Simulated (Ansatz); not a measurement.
The system is In3As.

```
CELL_PARAMETERS angstrom
4.67168 0.00000 0.00000
0.00000 4.67168 0.00000
0.00000 0.00000 4.67168
ATOMIC_POSITIONS crystal
In 0.50000 0.50000 0.00000
In 0.50000 0.00000 0.50000
In 0.00000 0.50000 0.50000
As 0.00000 0.00000 0.00000
```

The cell comes from a database or a generator and needn't be the stable form of this composition.

| Property | Result |
| --- | --- |
| Program | Ansatz 0.2.0 |
| Task | relaxation of cell and atoms |
| Functional | PBEsol |
| Potentials or basis | Ansatz PAW earlier set |
| Cutoff | 710 eV (not typed: the program's choice for these potentials) |
| k mesh | 6 × 6 × 6 |
| Occupations | fermi-dirac, width 0.05 eV |
| Spin | no spin polarisation |

At the start: volume 25.49 Å³/atom.

Task: Where does the relaxation end?

Result: It ends after 4 steps and the volume is 24.15 Å³/atom (-5.2 %); space group Pm-3m (No. 221, to 0.05 Å).

The path:
```csv
step,energy change (eV),largest force (eV/Å),volume (Å³)
1,0.0000,0.0000,101.96
2,-0.0420,0.0000,95.98
3,-0.0425,0.0000,96.61
4,-0.0424,0.0000,96.61
```

Final structure:
```yaml
crystal:
  lattice:
    - [4.58852, 0.00000, 0.00000]
    - [0.00000, 4.58852, 0.00000]
    - [0.00000, 0.00000, 4.58852]
  atoms:
    - { symbol: In, position: [0.50000, 0.50000, 0.00000] }
    - { symbol: In, position: [0.50000, 0.00000, 0.50000] }
    - { symbol: In, position: [0.00000, 0.50000, 0.50000] }
    - { symbol: As, position: [0.00000, 0.00000, 0.00000] }
```

Caveat: the plane-wave basis is chosen anew once the cell has moved, so the energies of steps on either side of that aren't comparable; the PAW data sets come from PBE, with cores solved anew for the run's functional, which leaves a small shift of forces and pressure.
